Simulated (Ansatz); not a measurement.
**C2H4O3Zr: basis-set convergence**

Aim: see how fast density functionals converge with the basis set for C2H4O3Zr.

Method: one geometry, several basis sets; program: Ansatz 0.2.0, Gaussian basis.

Plan: PBE0-D4/def2-SVP; ωB97M-V/def2-SVP; PBE0-D4/def2-QZVPP; ωB97M-V/def2-QZVPP; the functionals' def2-TZVPP values are taken from earlier runs.

**1. Structure used throughout**

The geometry comes from an earlier relaxation with PBE0-D4 in a triple-zeta def2 set; it is a stationary point, not always the lowest conformer. Zr takes the def2 core potential; no spin-orbit term is included.

SMILES `C#[C][Zr]([OH])([OH])[OH]`, 10 atoms, charge 0, spin multiplicity 1.

Atoms are counted from 1 here; the program's logs count them from 0.

Bond lengths: C1–C2 1.215 Å, C1–H7 1.067 Å, C2–Zr3 2.213 Å, Zr3–O4 1.916 Å, Zr3–O5 1.916 Å, Zr3–O6 1.916 Å, O4–H8 0.952 Å, O5–H9 0.952 Å, O6–H10 0.952 Å. Angles: C2–C1–H7 180.0°, C1–C2–Zr3 180.0°, C2–Zr3–O4 107.8°, C2–Zr3–O5 107.8°, C2–Zr3–O6 107.8°, O4–Zr3–O5 111.1°, O4–Zr3–O6 111.1°, O5–Zr3–O6 111.1°, Zr3–O4–H8 163.5°, Zr3–O5–H9 163.5°, Zr3–O6–H10 163.5°.

**2. PBE0-D4 in def2-SVP**

Contents of in.yaml:

```yaml
crystal:
  periodic: [false, false, false]
  atoms:
    - {symbol: C, position_ang: [1.281634, -2.176283, -1.414249]}
    - {symbol: C, position_ang: [0.743666, -1.262631, -0.820520]}
    - {symbol: Zr, position_ang: [-0.236415, 0.401529, 0.260948]}
    - {symbol: O, position_ang: [-0.960160, 1.602109, -1.045740]}
    - {symbol: O, position_ang: [-1.621666, -0.346746, 1.353562]}
    - {symbol: O, position_ang: [1.095859, 1.267873, 1.331984]}
    - {symbol: H, position_ang: [1.753925, -2.978397, -1.935493]}
    - {symbol: H, position_ang: [-1.171480, 2.379408, -1.553798]}
    - {symbol: H, position_ang: [-2.461172, -0.534994, 1.761933]}
    - {symbol: H, position_ang: [1.575818, 1.648122, 2.061383]}
basis:
  gaussian: {orbitals: def2-SVP}
hamiltonian: {xc: pbe0, dispersion: d4}
output: {orbitals: {seedname: orbitals}}
```

Run with:

```sh
ansatz run in.yaml --threads 4 --pin off --events-out ev --progress --plain --max-ram 11315MiB
```

The runs that follow: ωB97M-V in def2-SVP; PBE0-D4 in def2-QZVPP; ωB97M-V in def2-QZVPP.

Q: Predict the results of all the runs planned. Wanted: PBE0-D4: double and triple zeta above quadruple; ωB97M-V: double and triple zeta above quadruple.

**Answer**, as computed:

| quantity | value |
| --- | --- |
| PBE0-D4: double and triple zeta above quadruple | 10.85, 0.56 eV |
| ωB97M-V: double and triple zeta above quadruple | 11.09, 0.52 eV |

**Reading.** PBE0-D4 gains 10.30 eV from double to triple zeta, then 0.56 eV more. These are total energies; as a rule much of such shifts cancels in differences, which this series doesn't test. The LUMO of ωB97M-V is positive and keeps falling with the basis (1.01 to 0.43 eV): an unbound level that the basis holds in place.
